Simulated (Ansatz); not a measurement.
# Si2H6S + H2O: a complex and its separated parts

Aim: how far the complex at one end of a reaction step lies below its separated, relaxed parts, level by level.

Program: Ansatz 0.2.0, Gaussian basis. Level of theory: PBE0-D4/def2-TZVP structures, single points in def2-TZVPP, no counterpoise correction. These are calculated values, not measurements.

Levels: SPW92, PBE-D4, BLYP-D4, r2SCAN-D4, B97M-V, PBE0-D4, B3LYP-D4, r2SCAN0-D4, BHLYP-D4, CAM-B3LYP-D4, wB97X-V, wB97M-V, B2PLYP, PBE-QIDH, RPA on PBE, Hartree-Fock, MP2, CCSD, CCSD(T).

Correlated methods freeze the cores. B3LYP uses VWN-RPA correlation. B2PLYP carries no dispersion term here.

94 further runs of the same task are left out: 94 set aside as unsound or not needed.

### Step 1. The system as given

The complex: 12 atoms, charge 0, spin multiplicity 1.

Atoms are counted from 1 here; the program's logs count them from 0.

Bond lengths: Si1–H3 1.486 Å, Si1–H4 1.487 Å, Si1–Si5 2.337 Å, Si1–S7 2.154 Å, O2–H6 0.965 Å, O2–H8 0.959 Å, Si5–H9 1.486 Å, Si5–H10 1.488 Å, Si5–H11 1.488 Å, S7–H12 1.345 Å. Angles: H3–Si1–H4 108.6°, H3–Si1–Si5 111.7°, H3–Si1–S7 103.8°, H4–Si1–Si5 111.6°, H4–Si1–S7 111.0°, Si5–Si1–S7 109.9°, H6–O2–H8 105.2°, Si1–Si5–H9 109.6°, Si1–Si5–H10 110.8°, Si1–Si5–H11 108.9°, H9–Si5–H10 109.4°, H9–Si5–H11 109.1°, H10–Si5–H11 109.1°, Si1–S7–H12 94.9°.

Geometry (Å):

```mol
H8OSSi2
  3D, bonds by distance, orders not assigned

 12 10  0  0  0  0  0  0  0  0999 V2000
   -0.7997   -0.5468   -0.0587 Si  0  0
    2.8986   -1.1211    1.0280 O   0  0
   -1.8100   -1.5874   -0.3816 H   0  0
   -0.2653   -0.8108    1.3035 H   0  0
   -1.6928    1.6060   -0.2280 Si  0  0
    2.3534   -1.4013    0.2829 H   0  0
    0.7253   -0.8295   -1.5541 S   0  0
    2.8275   -1.8286    1.6719 H   0  0
   -2.3436    1.7717   -1.5536 H   0  0
   -2.6914    1.8491    0.8477 H   0  0
   -0.5896    2.5957   -0.0996 H   0  0
    1.3874    0.3030   -1.2584 H   0  0
  1  3  8  0
  1  4  8  0
  1  5  8  0
  1  7  8  0
  2  6  8  0
  2  8  8  0
  5  9  8  0
  5 10  8  0
  5 11  8  0
  7 12  8  0
M  END
```

Its parts: Si2H6S holds atoms 1, 3, 4, 5, 7, 9, 10, 11, 12; H2O holds atoms 2, 6, 8. Each part counts its atoms afresh in its own runs.

### Step 2. Relaxing Si2H6S alone

relax-a/in.yaml

```yaml
crystal:
  periodic: [false, false, false]
  atoms:
    - {symbol: Si, position_ang: [-0.799677, -0.546813, -0.058671]}
    - {symbol: H, position_ang: [-1.809997, -1.587375, -0.381568]}
    - {symbol: H, position_ang: [-0.265268, -0.810817, 1.303483]}
    - {symbol: Si, position_ang: [-1.692791, 1.606028, -0.228000]}
    - {symbol: S, position_ang: [0.725270, -0.829470, -1.554149]}
    - {symbol: H, position_ang: [-2.343616, 1.771715, -1.553623]}
    - {symbol: H, position_ang: [-2.691382, 1.849074, 0.847667]}
    - {symbol: H, position_ang: [-0.589570, 2.595697, -0.099610]}
    - {symbol: H, position_ang: [1.387413, 0.302953, -1.258406]}
basis:
  gaussian: {orbitals: def2-TZVP}
hamiltonian: {xc: pbe0, dispersion: d4}
relax: {f_tol: 0.005, max_steps: 200}
```

On the command line:

```console
$ ansatz run in.yaml --threads 4 --pin off --events-out ev --progress --plain --max-ram 9574MiB
```

What it wrote, cut to the lines that bear on the results:

```text
Functional definition: PBE0
  name "PBE0"
  cite "Adamo & Barone, J. Chem. Phys. 110, 6158 (1999) doi:10.1063/1.478522"
  cite "Perdew, Burke & Ernzerhof, Phys. Rev. Lett. 77, 3865 (1996) doi:10.1103/PhysRevLett.77.3865"
  parent pbe
[...]
1071 factors; their error is unknown
[...]
mean field -26679.22446580 eV, -980.4434152903 hartree, gradient 5.2e-5 eV, S^2 0.000000; 0 other end points of the search recorded, 0 dependent functions left out
[...]
reference -26679.22449941 eV, -980.4434165253 hartree; 25, 25 occupied and 122, 122 virtual orbitals, 1071 factors
[...]
Atom 1 at    -1.808539    -1.586597    -0.375029 Å, force    -0.000062    -0.000515    -0.000110 eV/Å
Atom 2 at    -0.252095    -0.792318     1.290499 Å, force    -0.000376     0.000410     0.000541 eV/Å
Atom 3 at    -1.702567     1.604414    -0.227846 Å, force     0.000309    -0.000102    -0.000427 eV/Å
Atom 4 at     0.711384    -0.821214    -1.577263 Å, force     0.001445    -0.001631    -0.001551 eV/Å
Atom 5 at    -2.359388     1.779869    -1.549368 Å, force    -0.000497     0.000058     0.000506 eV/Å
Atom 6 at    -2.696637     1.850144     0.852270 Å, force    -0.000435    -0.000047     0.000487 eV/Å
Atom 7 at    -0.603950     2.601000    -0.100547 Å, force    -0.000090    -0.000640     0.000352 eV/Å
Atom 8 at     1.425943     0.259923    -1.221812 Å, force    -0.000113    -0.000185     0.000424 eV/Å
Dipole moment:    -0.029906     0.157032     0.143922 e Å
```

It took 12 s on 4 threads of Arm Neoverse V1, shared host.

Step by step:

| step | energy from step 1 (eV) | largest force component (eV/Å) |
| --- | --- | --- |
| 1 | 0.0000 | 0.1505 |
| 2 | -0.0013 | 0.0406 |
| 3 | -0.0017 | 0.0272 |
| 4 | -0.0018 | 0.0153 |
| 5 | -0.0019 | 0.0072 |
| 6 | -0.0019 | 0.0027 |

Distances of close pairs at the start and the end, largest changes first:

| bond | before (Å) | after (Å) | change (Å) |
| --- | --- | --- | --- |
| Si1–S5 | 2.154 | 2.145 | -0.009 |
| Si1–H3 | 1.487 | 1.489 | +0.002 |
| Si1–Si4 | 2.337 | 2.338 | +0.001 |
| Si4–H8 | 1.488 | 1.489 | +0.001 |
| S5–H9 | 1.345 | 1.344 | -0.001 |
| Si4–H7 | 1.488 | 1.488 | +0.001 |
| Si1–H2 | 1.486 | 1.486 | -0.000 |
| Si4–H6 | 1.486 | 1.486 | +0.000 |

### Step 3. Relaxing H2O alone

relax-b/in.yaml

```yaml
crystal:
  periodic: [false, false, false]
  atoms:
    - {symbol: O, position_ang: [2.898610, -1.121119, 1.027964]}
    - {symbol: H, position_ang: [2.353392, -1.401280, 0.282903]}
    - {symbol: H, position_ang: [2.827515, -1.828593, 1.671911]}
basis:
  gaussian: {orbitals: def2-TZVP}
hamiltonian: {xc: pbe0, dispersion: d4}
relax: {f_tol: 0.005, max_steps: 200}
```

On the command line:

```console
$ ansatz run in.yaml --threads 4 --pin off --events-out ev --progress --plain --max-ram 9574MiB
```

What it wrote, cut to the lines that bear on the results:

```text
[... 5 set-up lines as earlier in the session ...]
[...]
239 factors; their error is unknown
[...]
mean field -2078.33230850 eV, -76.3773035933 hartree, gradient 1.5e-5 eV, S^2 0.000000; 0 other end points of the search recorded, 0 dependent functions left out
[...]
reference -2078.33309085 eV, -76.3773323440 hartree; 5, 5 occupied and 38, 38 virtual orbitals, 239 factors
Total energy: -2078.33734659 eV, -76.3774887395 hartree
Atom 0 at     2.897824    -1.120870     1.026170 Å, force     0.000950     0.001062     0.000665 eV/Å
Atom 1 at     2.355022    -1.401539     0.286343 Å, force    -0.000628    -0.000697    -0.000444 eV/Å
Atom 2 at     2.826670    -1.828583     1.670266 Å, force    -0.000322    -0.000365    -0.000220 eV/Å
Dipole moment:    -0.226392    -0.364457    -0.035302 e Å
```

Run time: 0.55 s. Hardware: 4 threads of Arm Neoverse V1, shared host.

The steps of the relaxation:

| step | energy from step 1 (eV) | largest force component (eV/Å) |
| --- | --- | --- |
| 1 | 0.0000 | 0.2248 |
| 2 | -0.0007 | 0.0482 |
| 3 | -0.0008 | 0.0011 |

Distances of close pairs at the start and the end, largest changes first:

| bond | before (Å) | after (Å) | change (Å) |
| --- | --- | --- | --- |
| O1–H2 | 0.965 | 0.960 | -0.005 |
| O1–H3 | 0.959 | 0.960 | +0.000 |

### Step 4. SPW92/def2-TZVPP

parta/in.yaml

```yaml
crystal:
  periodic: [false, false, false]
  atoms:
    - {symbol: Si, position_ang: [-0.793769, -0.544228, -0.073780]}
    - {symbol: H, position_ang: [-1.808539, -1.586597, -0.375029]}
    - {symbol: H, position_ang: [-0.252095, -0.792318, 1.290499]}
    - {symbol: Si, position_ang: [-1.702567, 1.604414, -0.227846]}
    - {symbol: S, position_ang: [0.711384, -0.821214, -1.577263]}
    - {symbol: H, position_ang: [-2.359388, 1.779869, -1.549368]}
    - {symbol: H, position_ang: [-2.696637, 1.850144, 0.852270]}
    - {symbol: H, position_ang: [-0.603950, 2.601000, -0.100547]}
    - {symbol: H, position_ang: [1.425943, 0.259923, -1.221812]}
basis:
  gaussian: {orbitals: def2-TZVPP}
hamiltonian: {xc: lda}
```

partb/in.yaml

```yaml
crystal:
  periodic: [false, false, false]
  atoms:
    - {symbol: O, position_ang: [2.897824, -1.120870, 1.026170]}
    - {symbol: H, position_ang: [2.355022, -1.401539, 0.286343]}
    - {symbol: H, position_ang: [2.826670, -1.828583, 1.670266]}
basis:
  gaussian: {orbitals: def2-TZVPP}
hamiltonian: {xc: lda}
```

The same command starts each run, in its folder.

On the command line:

```console
$ ansatz run in.yaml --threads 4 --pin off --events-out ev --progress --plain --max-ram 9574MiB
```

Output in parta, cut to the lines that bear on the results:

```text
Functional definition: SPW92
  name "SPW92"
  cite "Dirac, Proc. Camb. Phil. Soc. 26, 376 (1930) doi:10.1017/S0305004100016108"
  cite "Slater, Phys. Rev. 81, 385 (1951) doi:10.1103/PhysRev.81.385"
  cite "Perdew & Wang, Phys. Rev. B 45, 13244 (1992) doi:10.1103/PhysRevB.45.13244"
[...]
1214 factors; their error is unknown
[...]
mean field -26587.75678953 eV, -977.0820401864 hartree, gradient 8.7e-5 eV, S^2 0.000000; 0 other end points of the search recorded, 0 dependent functions left out
reference -26587.75683080 eV, -977.0820417029 hartree; 25, 25 occupied and 185, 185 virtual orbitals, 1214 factors
Total energy: -26587.75683080 eV, -977.0820417029 hartree
```

Log of partb, cut to the lines that bear on the results:

```text
[... 5 set-up lines as earlier in the session ...]
[...]
269 factors; their error is unknown
[...]
mean field -2065.39693089 eV, -75.9019372337 hartree, gradient 5.3e-5 eV, S^2 0.000000; 0 other end points of the search recorded, 0 dependent functions left out
reference -2065.39694972 eV, -75.9019379258 hartree; 5, 5 occupied and 54, 54 virtual orbitals, 269 factors
Total energy: -2065.39694972 eV, -75.9019379258 hartree
```

Wall times: 1 s (parta), 0.15 s (partb) on 4 threads of Arm Neoverse V1, shared host.

### Step 5. PBE-D4/def2-TZVPP

Each input of step 4 (parta, partb) changes in the same lines:

```diff
-hamiltonian: {xc: lda}
+hamiltonian: {xc: pbe, dispersion: d4}
```

Each run has its own folder and the same command.

On the command line:

```console
$ ansatz run in.yaml --threads 4 --pin off --events-out ev --progress --plain --max-ram 9574MiB
```

Output in parta, cut to the lines that bear on the results:

```text
Functional definition: PBE
  name "PBE"
[... 2 set-up lines as earlier in the session ...]
[...]
1214 factors; their error is unknown
[...]
mean field -26676.63334429 eV, -980.3481933311 hartree, gradient 2.7e-5 eV, S^2 0.000000; 0 other end points of the search recorded, 0 dependent functions left out
reference -26676.63338820 eV, -980.3481949447 hartree; 25, 25 occupied and 185, 185 virtual orbitals, 1214 factors
Total energy: -26676.83872078 eV, -980.3557407779 hartree
```

partb printed, cut to the lines that bear on the results:

```text
[... 4 set-up lines as earlier in the session ...]
[...]
269 factors; their error is unknown
[...]
mean field -2078.40755113 eV, -76.3800687086 hartree, gradient 4.4e-5 eV, S^2 0.000000; 0 other end points of the search recorded, 0 dependent functions left out
reference -2078.40757160 eV, -76.3800694610 hartree; 5, 5 occupied and 54, 54 virtual orbitals, 269 factors
Total energy: -2078.41288855 eV, -76.3802648553 hartree
```

Wall times: 1.5 s (parta), 0.15 s (partb) on 4 threads of Arm Neoverse V1, shared host.

### Step 6. BLYP-D4/def2-TZVPP

The same edit goes into each in.yaml of step 5 (parta, partb):

```diff
-hamiltonian: {xc: pbe, dispersion: d4}
+hamiltonian: {xc: {name: BLYP}, dispersion: d4}
```

Each run has its own folder and the same command.

On the command line:

```console
$ ansatz run in.yaml --threads 4 --pin off --events-out ev --progress --plain --max-ram 9574MiB
```

parta printed, cut to the lines that bear on the results:

```text
Functional definition: BLYP
  name "BLYP"
  cite "Becke, Phys. Rev. A 38, 3098 (1988) doi:10.1103/PhysRevA.38.3098"
  cite "Lee, Yang & Parr, Phys. Rev. B 37, 785 (1988) doi:10.1103/PhysRevB.37.785"
[...]
1214 factors; their error is unknown
[...]
mean field -26689.19404067 eV, -980.8097904092 hartree, gradient 5.8e-5 eV, S^2 0.000000; 0 other end points of the search recorded, 0 dependent functions left out
reference -26689.19441441 eV, -980.8098041437 hartree; 25, 25 occupied and 185, 185 virtual orbitals, 1214 factors
Total energy: -26689.63517230 eV, -980.8260016974 hartree
```

partb printed, cut to the lines that bear on the results:

```text
[... 4 set-up lines as earlier in the session ...]
[...]
269 factors; their error is unknown
[...]
mean field -2080.27676695 eV, -76.4487611230 hartree, gradient 8.6e-5 eV, S^2 0.000000; 0 other end points of the search recorded, 0 dependent functions left out
reference -2080.27695649 eV, -76.4487680888 hartree; 5, 5 occupied and 54, 54 virtual orbitals, 269 factors
Total energy: -2080.28979865 eV, -76.4492400295 hartree
```

Times: 1.7 s (parta), 0.2 s (partb) on 4 threads of Arm Neoverse V1, shared host.

### Step 7. r2SCAN-D4/def2-TZVPP

Each input of step 6 (parta, partb) changes in the same lines:

```diff
-hamiltonian: {xc: {name: BLYP}, dispersion: d4}
+hamiltonian: {xc: r2scan, dispersion: d4}
```

Each run has its own folder and the same command.

On the command line:

```console
$ ansatz run in.yaml --threads 4 --pin off --events-out ev --progress --plain --max-ram 9574MiB
```

Output in parta, cut to the lines that bear on the results:

```text
Functional definition: r2SCAN
  name "r2SCAN"
  cite "Furness, Kaplan, Ning, Perdew & Sun, J. Phys. Chem. Lett. 11, 8208 (2020) doi:10.1021/acs.jpclett.0c02405"
  cite "Furness, Kaplan, Ning, Perdew & Sun, J. Phys. Chem. Lett. 11, 9248 (2020) doi:10.1021/acs.jpclett.0c03077"
  parent r2scan
[...]
1214 factors; their error is unknown
[...]
mean field -26687.54397269 eV, -980.7491515294 hartree, gradient 2.4e-5 eV, S^2 0.000000; 0 other end points of the search recorded, 0 dependent functions left out
reference -26687.54398639 eV, -980.7491520327 hartree; 25, 25 occupied and 185, 185 virtual orbitals, 1214 factors
Total energy: -26687.59243677 eV, -980.7509325515 hartree
```

partb printed, cut to the lines that bear on the results:

```text
[... 5 set-up lines as earlier in the session ...]
[...]
269 factors; their error is unknown
[...]
mean field -2079.58113911 eV, -76.4231972717 hartree, gradient 8.5e-5 eV, S^2 0.000000; 0 other end points of the search recorded, 0 dependent functions left out
reference -2079.58114432 eV, -76.4231974629 hartree; 5, 5 occupied and 54, 54 virtual orbitals, 269 factors
Total energy: -2079.58241682 eV, -76.4232442265 hartree
```

Times: 3.2 s (parta), 0.45 s (partb) on 4 threads of Arm Neoverse V1, shared host.

### Step 8. B97M-V/def2-TZVPP

The same edit goes into each in.yaml of step 7 (parta, partb):

```diff
-hamiltonian: {xc: r2scan, dispersion: d4}
+hamiltonian: {xc: {name: B97M-V}}
```

One command serves all of them, each in its own folder.

On the command line:

```console
$ ansatz run in.yaml --threads 4 --pin off --events-out ev --progress --plain --max-ram 9574MiB
```

Log of parta, cut to the lines that bear on the results:

```text
Functional definition: B97M-V
  name "B97M-V"
  cite "Mardirossian & Head-Gordon, J. Chem. Phys. 142, 074111 (2015) doi:10.1063/1.4907719"
  cite "Becke, J. Chem. Phys. 107, 8554 (1997) doi:10.1063/1.475007"
  cite "Vydrov & Van Voorhis, J. Chem. Phys. 133, 244103 (2010) doi:10.1063/1.3521275"
  # Of w^i u^j: cxij and so on, Table III.
[...]
  gx(w, u) = cx00 + cx01*u + cx02*u^2 + (cx10 + cx11*u)*w
[...]
  gos(w, u) = cos00 + cos01*u + cos03*u^3 + cos10*w + cos32*w^3*u^2
[...]
      + integral(e_c_pw_mod_opposite_spin*gos(b97_w_opposite, b97_u_opposite)) + vv10(b, c)
1214 factors; their error is unknown
[...]
mean field -26683.07731843 eV, -980.5850050128 hartree, gradient 5.4e-5 eV, S^2 0.000000; 0 other end points of the search recorded, 0 dependent functions left out
reference -26683.07738627 eV, -980.5850075061 hartree; 25, 25 occupied and 185, 185 virtual orbitals, 1214 factors
Total energy: -26683.07738627 eV, -980.5850075061 hartree
```

Log of partb, cut to the lines that bear on the results:

```text
[... 5 set-up lines as earlier in the session ...]
  # Of w^i u^j: cxij and so on, Table III.
[...]
  gx(w, u) = cx00 + cx01*u + cx02*u^2 + (cx10 + cx11*u)*w
[...]
  gos(w, u) = cos00 + cos01*u + cos03*u^3 + cos10*w + cos32*w^3*u^2
[...]
      + integral(e_c_pw_mod_opposite_spin*gos(b97_w_opposite, b97_u_opposite)) + vv10(b, c)
269 factors; their error is unknown
[...]
mean field -2079.93550658 eV, -76.4362200358 hartree, gradient 2.9e-5 eV, S^2 0.000000; 0 other end points of the search recorded, 0 dependent functions left out
reference -2079.93553339 eV, -76.4362210212 hartree; 5, 5 occupied and 54, 54 virtual orbitals, 269 factors
Total energy: -2079.93553339 eV, -76.4362210212 hartree
```

Times: 6.5 s (parta), 0.45 s (partb) on 4 threads of Arm Neoverse V1, shared host.

### Step 9. PBE0-D4/def2-TZVPP

Each input of step 8 (parta, partb) changes in the same lines:

```diff
-hamiltonian: {xc: {name: B97M-V}}
+hamiltonian: {xc: pbe0, dispersion: d4}
+output: {orbitals: {seedname: orbitals}}
```

The same command starts each run, in its folder.

On the command line:

```console
$ ansatz run in.yaml --threads 4 --pin off --events-out ev --progress --plain --max-ram 9574MiB
```

parta printed, cut to the lines that bear on the results:

```text
[... 5 set-up lines as earlier in the session ...]
[...]
1251 factors; their error is unknown
[...]
mean field -26679.26790822 eV, -980.4450117698 hartree, gradient 8.3e-6 eV, S^2 0.000000; 0 other end points of the search recorded, 0 dependent functions left out
reference -26679.26794141 eV, -980.4450129895 hartree; 25, 25 occupied and 185, 185 virtual orbitals, 1251 factors
Total energy: -26679.44351546 eV, -980.4514652169 hartree
```

Log of partb, cut to the lines that bear on the results:

```text
[... 5 set-up lines as earlier in the session ...]
[...]
269 factors; their error is unknown
[...]
mean field -2078.42781937 eV, -76.3808135530 hartree, gradient 1.2e-5 eV, S^2 0.000000; 0 other end points of the search recorded, 0 dependent functions left out
reference -2078.42783388 eV, -76.3808140859 hartree; 5, 5 occupied and 54, 54 virtual orbitals, 269 factors
Total energy: -2078.43208962 eV, -76.3809704815 hartree
```

Times: 2.1 s (parta), 0.2 s (partb) on 4 threads of Arm Neoverse V1, shared host.

### Step 10. B3LYP-D4/def2-TZVPP

The same edit goes into each in.yaml of step 9 (parta, partb):

```diff
-hamiltonian: {xc: pbe0, dispersion: d4}
-output: {orbitals: {seedname: orbitals}}
+hamiltonian: {xc: {name: B3LYP}, dispersion: d4}
```

Each run has its own folder and the same command.

On the command line:

```console
$ ansatz run in.yaml --threads 4 --pin off --events-out ev --progress --plain --max-ram 9574MiB
```

parta printed, cut to the lines that bear on the results:

```text
Functional definition: B3LYP
  name "B3LYP"
  cite "Stephens, Devlin, Chabalowski & Frisch, J. Phys. Chem. 98, 11623 (1994) doi:10.1021/j100096a001"
[... 2 set-up lines as earlier in the session ...]
  cite "Vosko, Wilk & Nusair, Can. J. Phys. 58, 1200 (1980) doi:10.1139/p80-159"
[...]
1232 factors; their error is unknown
[...]
mean field -26691.63344306 eV, -980.8994367936 hartree, gradient 8.2e-6 eV, S^2 0.000000; 0 other end points of the search recorded, 0 dependent functions left out
reference -26691.63372222 eV, -980.8994470525 hartree; 25, 25 occupied and 185, 185 virtual orbitals, 1232 factors
Total energy: -26691.96844463 eV, -980.9117478740 hartree
```

Log of partb, cut to the lines that bear on the results:

```text
[... 6 set-up lines as earlier in the session ...]
[...]
269 factors; their error is unknown
[...]
mean field -2080.76395713 eV, -76.4666650322 hartree, gradient 1.1e-5 eV, S^2 0.000000; 0 other end points of the search recorded, 0 dependent functions left out
reference -2080.76409549 eV, -76.4666701168 hartree; 5, 5 occupied and 54, 54 virtual orbitals, 269 factors
Total energy: -2080.77252138 eV, -76.4669797626 hartree
```

Times: 1.9 s (parta), 0.2 s (partb) on 4 threads of Arm Neoverse V1, shared host.

### Step 11. r2SCAN0-D4/def2-TZVPP

The same edit goes into each in.yaml of step 10 (parta, partb):

```diff
-hamiltonian: {xc: {name: B3LYP}, dispersion: d4}
+hamiltonian: {xc: {name: r2SCAN0}, dispersion: d4}
```

The same command starts each run, in its folder.

On the command line:

```console
$ ansatz run in.yaml --threads 4 --pin off --events-out ev --progress --plain --max-ram 9574MiB
```

Log of parta, cut to the lines that bear on the results:

```text
Functional definition: r2SCAN0
  name "r2SCAN0"
  cite "Bursch, Neugebauer, Ehlert & Grimme, J. Chem. Phys. 156, 134105 (2022) doi:10.1063/5.0086040"
[... 3 set-up lines as earlier in the session ...]
[...]
1251 factors; their error is unknown
[...]
mean field -26687.25988163 eV, -980.7387113755 hartree, gradient 2.4e-5 eV, S^2 0.000000; 0 other end points of the search recorded, 0 dependent functions left out
reference -26687.25989257 eV, -980.7387117775 hartree; 25, 25 occupied and 185, 185 virtual orbitals, 1251 factors
Total energy: -26687.31860192 eV, -980.7408693064 hartree
```

Log of partb, cut to the lines that bear on the results:

```text
[... 6 set-up lines as earlier in the session ...]
[...]
269 factors; their error is unknown
[...]
mean field -2079.27471184 eV, -76.4119362771 hartree, gradient 2.0e-5 eV, S^2 0.000000; 0 other end points of the search recorded, 0 dependent functions left out
reference -2079.27471594 eV, -76.4119364278 hartree; 5, 5 occupied and 54, 54 virtual orbitals, 269 factors
Total energy: -2079.27612006 eV, -76.4119880284 hartree
```

Wall times: 3.5 s (parta), 0.45 s (partb) on 4 threads of Arm Neoverse V1, shared host.

### Step 12. BHLYP-D4/def2-TZVPP

The same edit goes into each in.yaml of step 11 (parta, partb):

```diff
-hamiltonian: {xc: {name: r2SCAN0}, dispersion: d4}
+hamiltonian: {xc: {name: BHLYP}, dispersion: d4}
```

Each run has its own folder and the same command.

On the command line:

```console
$ ansatz run in.yaml --threads 4 --pin off --events-out ev --progress --plain --max-ram 9574MiB
```

Output in parta, cut to the lines that bear on the results:

```text
Functional definition: BHLYP
  name "BHLYP"
  cite "Becke, J. Chem. Phys. 98, 1372 (1993) doi:10.1063/1.464304"
[... 2 set-up lines as earlier in the session ...]
[...]
1309 factors; their error is unknown
[...]
mean field -26689.71568480 eV, -980.8289604775 hartree, gradient 7.7e-5 eV, S^2 0.000000; 0 other end points of the search recorded, 0 dependent functions left out
reference -26689.71587417 eV, -980.8289674366 hartree; 25, 25 occupied and 185, 185 virtual orbitals, 1309 factors
Total energy: -26689.99960846 eV, -980.8393944795 hartree
```

Log of partb, cut to the lines that bear on the results:

```text
[... 5 set-up lines as earlier in the session ...]
[...]
295 factors; their error is unknown
[...]
mean field -2079.57892401 eV, -76.4231158683 hartree, gradient 2.0e-5 eV, S^2 0.000000; 0 other end points of the search recorded, 0 dependent functions left out
reference -2079.57901480 eV, -76.4231192048 hartree; 5, 5 occupied and 54, 54 virtual orbitals, 295 factors
Total energy: -2079.58396652 eV, -76.4233011770 hartree
```

Times: 1.7 s (parta), 0.2 s (partb) on 4 threads of Arm Neoverse V1, shared host.

[end of part 1 of 2]
